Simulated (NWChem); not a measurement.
**CH3Br (SMILES CBr): levels of theory compared**

Wanted: a comparison of 3 runs (BLYP/cc-pVTZ, PBE/cc-pVTZ, SVWN5/cc-pVTZ) of CH3Br. 

Program for the calculation: NWChem 7.3.0.

### Step 1. The system as given

CH3Br: 5 atoms, total charge 0, spin state singlet. As SMILES, `CBr`. The shape is that of a PBE0-D4/def2-TZVP optimisation.

Bond lengths: C1–Br2 1.933 Å, C1–H3 1.086 Å, C1–H4 1.086 Å, C1–H5 1.086 Å. Angles: Br2–C1–H3 108.0°, Br2–C1–H4 108.0°, Br2–C1–H5 108.0°, H3–C1–H4 110.9°, H3–C1–H5 110.9°, H4–C1–H5 110.9°.

### Step 2. Energy and gradient at BLYP/cc-pVTZ (run 1)

The input, geom.nw:

```
START geom
memory stack 880 mb heap 220 mb global 1100 mb

GEOMETRY noautosym nocenter noautoz
  C       -0.106300       0.123600       0.088400
  Br       1.001100      -1.164400      -0.833200
  H        0.516500       0.973700       0.351300
  H       -0.506300      -0.354100       0.978000
  H       -0.905000       0.421200      -0.584500
END

BASIS spherical bse
  C library cc-pVTZ
  Br library cc-pVTZ
  H library cc-pVTZ
END

DFT
  xc becke88 lyp
  grid fine
  convergence energy 1e-08
  iterations 100
  mulliken
END

TASK dft gradient
```

Run with:

```console
$ nwchem geom.nw > geom.out
```

Log:

```text
[...]
          Wavefunction type:  closed shell.
          No. of atoms     :     5
          No. of electrons :    44
[...]
          Charge           :     0
          Spin multiplicity:     1
[...]
          AO basis - number of functions:   115
[...]
              XC Information
              --------------
                    Becke 1988 Exchange Functional  1.000
              Lee-Yang-Parr Correlation Functional  1.000
[...]
 d= 0,ls=0.0,diis     1  -2614.0881954244 -2.70D+03  5.30D-03  7.28D-01    29.4
[...]
 d= 0,ls=0.0,diis    10  -2614.1275153310 -1.36D-09  1.11D-07  6.50D-10   185.5
         Total DFT energy =    -2614.127515331030
      One electron energy =    -3812.942432159823
           Coulomb energy =     1207.179153527440
    Exchange-Corr. energy =      -97.823986392231
 Nuclear repulsion energy =       89.459749693584
[...]
  wavefunction    = closed shell
                         DFT ENERGY GRADIENTS
    atom               coordinates                        gradient
                 x          y          z           x          y          z
   1 C      -0.200878   0.233570   0.167052    0.006594  -0.007756  -0.005621
   2 Br      1.891805  -2.200397  -1.574520   -0.009360   0.010890   0.007795
   3 H       0.976043   1.840026   0.663861   -0.000934  -0.002446  -0.000974
   4 H      -0.956768  -0.669152   1.848152    0.001367   0.000546  -0.002401
   5 H      -1.710202   0.795953  -1.104545    0.002333  -0.001233   0.001201
[...]
```

Run time: 4.3 min. Hardware: 1 thread of Intel Xeon Platinum 8259CL at 2.50GHz (Skylake/Cascade Lake), shared host; peak memory 0.14 GiB.

### Step 3. Energy and gradient at PBE/cc-pVTZ (run 2)

The input, sp.nw:

```
start sp
title "CH3Br"
memory 2200 mb
charge 0
geometry units angstroms noautosym nocenter noautoz
  C    -0.106300    0.123600    0.088400
  Br    1.001100   -1.164400   -0.833200
  H     0.516500    0.973700    0.351300
  H    -0.506300   -0.354100    0.978000
  H    -0.905000    0.421200   -0.584500
end
basis spherical bse
  C library cc-pVTZ
  Br library cc-pVTZ
  H library cc-pVTZ
end
dft
  xc xpbe96 cpbe96
  grid fine
  convergence energy 1e-08
  maxiter 100
  mulliken
  noprint "final vectors analysis"
end
task dft gradient
```

Run with:

```console
$ nwchem sp.nw > sp.out
```

Log:

```text
[...]
          Wavefunction type:  closed shell.
          No. of atoms     :     5
          No. of electrons :    44
[...]
          Charge           :     0
          Spin multiplicity:     1
[...]
          AO basis - number of functions:   115
[...]
              XC Information
              --------------
          PerdewBurkeErnzerhof Exchange Functional  1.000
            Perdew 1991 LDA Correlation Functional  1.000 local
           PerdewBurkeErnz. Correlation Functional  1.000 non-local
[...]
 d= 0,ls=0.0,diis     1  -2613.6470350096 -2.70D+03  4.88D-03  6.38D-01    30.1
[...]
 d= 0,ls=0.0,diis    10  -2613.6800954952 -1.20D-09  9.80D-08  5.13D-10   190.1
         Total DFT energy =    -2613.680095495239
      One electron energy =    -3813.044908518516
           Coulomb energy =     1207.280391379885
    Exchange-Corr. energy =      -97.375328050192
 Nuclear repulsion energy =       89.459749693584
[...]
  wavefunction    = closed shell
                         DFT ENERGY GRADIENTS
    atom               coordinates                        gradient
                 x          y          z           x          y          z
   1 C      -0.200878   0.233570   0.167052    0.001435  -0.001759  -0.001331
   2 Br      1.891805  -2.200397  -1.574520   -0.004348   0.005061   0.003624
   3 H       0.976043   1.840026   0.663861   -0.002177  -0.003495  -0.001177
   4 H      -0.956768  -0.669152   1.848152    0.001745   0.001601  -0.003598
   5 H      -1.710202   0.795953  -1.104545    0.003345  -0.001408   0.002482
[...]
```

Wall time 4.4 min (1 thread of Intel Xeon Platinum 8259CL at 2.50GHz (Skylake/Cascade Lake), shared host); peak memory 0.14 GiB.

### Step 4. Energy and forces at SVWN5/cc-pVTZ (run 3)

The input, sp.nw:

```
start sp
title "CH3Br"
memory total 2200 mb
charge 0

geometry units bohr noautosym nocenter noautoz
 C   -0.20087789   0.23357015   0.16705179
 Br   1.89180482  -2.20039710  -1.57451981
 H    0.97604354   1.84002633   0.66386079
 H   -0.95676834  -0.66915202   1.84815215
 H   -1.71020214   0.79595264  -1.10454492
end

basis spherical bse
 * library cc-pVTZ
end

dft
 xc slater vwn_5
 grid fine
 convergence energy 1e-08
 iterations 100
 mulliken
end

task dft gradient
```

Run with:

```console
$ nwchem sp.nw > sp.out
```

Log:

```text
[...]
          Wavefunction type:  closed shell.
          No. of atoms     :     5
          No. of electrons :    44
[...]
          Charge           :     0
          Spin multiplicity:     1
[...]
          AO basis - number of functions:   115
[...]
              XC Information
              --------------
                        Slater Exchange Functional  1.000 local
                      VWN V Correlation Functional  1.000 local
[...]
 d= 0,ls=0.0,diis     1  -2610.1490674011 -2.70D+03  5.48D-03  1.18D+00    32.3
[...]
 d= 0,ls=0.0,diis    10  -2610.1906039146 -1.29D-09  5.03D-08  7.97D-11   186.0
         Total DFT energy =    -2610.190603914636
      One electron energy =    -3812.829139968659
           Coulomb energy =     1207.013111880825
    Exchange-Corr. energy =      -93.834319045737
 Nuclear repulsion energy =       89.459743218934
[...]
  wavefunction    = closed shell
                         DFT ENERGY GRADIENTS
    atom               coordinates                        gradient
                 x          y          z           x          y          z
   1 C      -0.200878   0.233570   0.167052   -0.004491   0.005134   0.003600
   2 Br      1.891805  -2.200397  -1.574520    0.001544  -0.001793  -0.001280
   3 H       0.976044   1.840026   0.663861   -0.003383  -0.004444  -0.001341
   4 H      -0.956768  -0.669152   1.848152    0.002067   0.002636  -0.004698
   5 H      -1.710202   0.795953  -1.104545    0.004264  -0.001532   0.003718
[...]
```

Run time: 4.5 min. Hardware: 1 thread of Intel Xeon Platinum 8259CL at 2.50GHz (Skylake/Cascade Lake), shared host; peak memory 0.14 GiB.

### Step 5. The series

```csv
run,level,energy (Eh),dipole moment (D),HOMO energy (eV),LUMO energy (eV),wall time
1,BLYP/cc-pVTZ,-2614.127515,1.81,-6.47,-0.93,4.3 min
2,PBE/cc-pVTZ,-2613.680095,1.82,–,–,4.4 min
3,SVWN5/cc-pVTZ,-2610.190604,1.86,-6.77,-1.19,4.5 min
```

### Step 6. What came out

| quantity | value |
| --- | --- |
| run 3: total energy | -2610.19060 Eh |
| run 3: dipole moment | 1.86 D |
| run 3: HOMO energy | -6.77 eV |
| run 3: LUMO energy | -1.19 eV |
| run 3: HOMO–LUMO gap | 5.58 eV |
| run 3: largest force on an atom | 0.397 eV/Å |

What this shows: The dipole moment (its size) runs from 1.81 D (BLYP/cc-pVTZ) to 1.86 D (SVWN5/cc-pVTZ). Totals of different functionals can't be ranked against each other. All runs together took 13 min, the longest 4.5 min.
